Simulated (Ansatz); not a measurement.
CoAu4:

```
Au Co
1.0
     1.45277    0.83876   11.66605
    -1.45277    0.83876   11.66605
     0.00000   -1.67752   11.66605
Au Co
4 1
Direct
  0.60667 0.60667 0.60667
  0.20228 0.20228 0.20228
  0.79772 0.79772 0.79772
  0.39333 0.39333 0.39333
  0.00000 0.00000 0.00000
```

The cell comes from a database or a generator and needn't be the stable form of this composition.

Base run:

```yaml
Program: Ansatz 0.2.0
Functional: PBEsol
Potentials_or_basis: Ansatz PAW
Cutoff: "420 eV (not typed: the program's choice for these potentials)"
k_mesh: 9 × 9 × 9
Occupations: fermi-dirac, width 0.05 eV
Spin: collinear spin, ferromagnetic start
Starting_moments: "[0.0, 0.0, 0.0, 0.0, 2.0] μB"
Fixed_moment: 2 μB
```

Its results: pressure -10.1 GPa; site moments Au +0.04, +0.01; Co +1.97 μB; largest force 0.024 eV/Å.

Task: After a change of settings the same cell gave: pressure -11.5 GPa; site moments Au -0.03, -0.04; Co +0.79 μB; largest force 0.082 eV/Å. Which change was it?
A. fixed moment from 2 μB to 3 μB; moments at the start from [0.0, 0.0, 0.0, 0.0, 2.0] to [0.0, 0.0, 0.0, 0.0, 3.0]
B. fixed moment from 2 μB to 0.5 μB; moments at the start from [0.0, 0.0, 0.0, 0.0, 2.0] to [0.0, 0.0, 0.0, 0.0, 0.5]
C. fixed moment from 2 μB to 4 μB; moments at the start from [0.0, 0.0, 0.0, 0.0, 2.0] to [0.0, 0.0, 0.0, 0.0, 4.0]
D. fixed moment from 2 μB to 2.5 μB; moments at the start from [0.0, 0.0, 0.0, 0.0, 2.0] to [0.0, 0.0, 0.0, 0.0, 2.5]

Result: B.

Caveats: the total moment is fixed, so each spin has its own Fermi level; the PAW data sets come from PBE, with cores solved anew for the run's functional, which leaves a small shift of forces and pressure; the thresholds are loose for stress.
